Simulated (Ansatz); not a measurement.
CsLiCr2Te2S3 under changes of volume

One of the cells (23.825 Å³/atom); the others are scaled copies at fixed shape and fractional positions:

```xyz
9
Lattice="3.6036 0.0000 0.0000 -1.8018 3.1208 0.0000 0.0000 0.0000 19.0665" Properties=species:S:1:pos:R:3 pbc="T T T"
Cs    0.0000    0.0000    7.1307
Li    1.8018    1.0403    0.3064
Cr    0.0000    0.0000   16.5187
Cr    0.0000    2.0805    3.2095
Te    0.0000    2.0805   10.2751
Te    1.8018    1.0403   14.7338
S     0.0000    0.0000    1.9124
S     0.0000    2.0805   17.7166
S     1.8018    1.0403    4.4631
```

The cell was built by a generator and needn't be a form met in nature.

| Quantity | Value |
| --- | --- |
| Program | Ansatz 0.2.0 |
| Functional | PBE |
| Potentials or basis | Ansatz PAW |
| Cutoff | 420 eV (not typed: the program's choice for these potentials) |
| k mesh | 9 × 9 × 2 |
| Occupations | fermi-dirac, width 0.05 eV |
| Spin | collinear spin, ferromagnetic start |
| Starting moments | [0.0, 0.0, 3.0, 3.0, 0.0, 0.0, 0.0, 0.0, 0.0] μB |

```csv
volume (Å³/atom),energy over the lowest point (meV/atom),pressure (GPa),moment (μB per cell),largest force (eV/Å)
22.395,?,?,?,?
22.872,7.10,2.4,5.63,0.349
23.348,1.75,1.2,5.64,0.150
23.825,0.00,0.0,5.64,0.033
24.301,1.49,-1.0,5.65,0.199
24.778,5.88,-1.9,5.66,0.350
25.254,12.86,-2.7,5.67,0.487
```

**Question.** What does the run at 22.395 Å³/atom give?

**Answer.** Energy over the lowest point 16.47 meV/atom; pressure 3.9 GPa; moment 5.63 μB per cell; largest force 0.567 eV/Å.

Worked out: A Birch-Murnaghan fit of order 3 (a polynomial in V^(-2/3)) to the other rows has its minimum at 23.83 Å³/atom with B0 = V·E''(V) = 54 GPa and B' = 4.5 at fixed shape and positions, which overstates the stiffness. It gives 16.50 meV/atom at 22.395 Å³/atom, against the run's 16.47, and -dE/dV = 3.9 GPa, against 3.9. A straight line through the other rows of the moment, of slope 0.0162 μB per Å³/atom, extrapolates to 5.62 μB, against the run's 5.63.

Energies are extrapolated to zero smearing.

Caveats: only a ferromagnetic start was run, and an antiferromagnetic order may lie lower in energy.
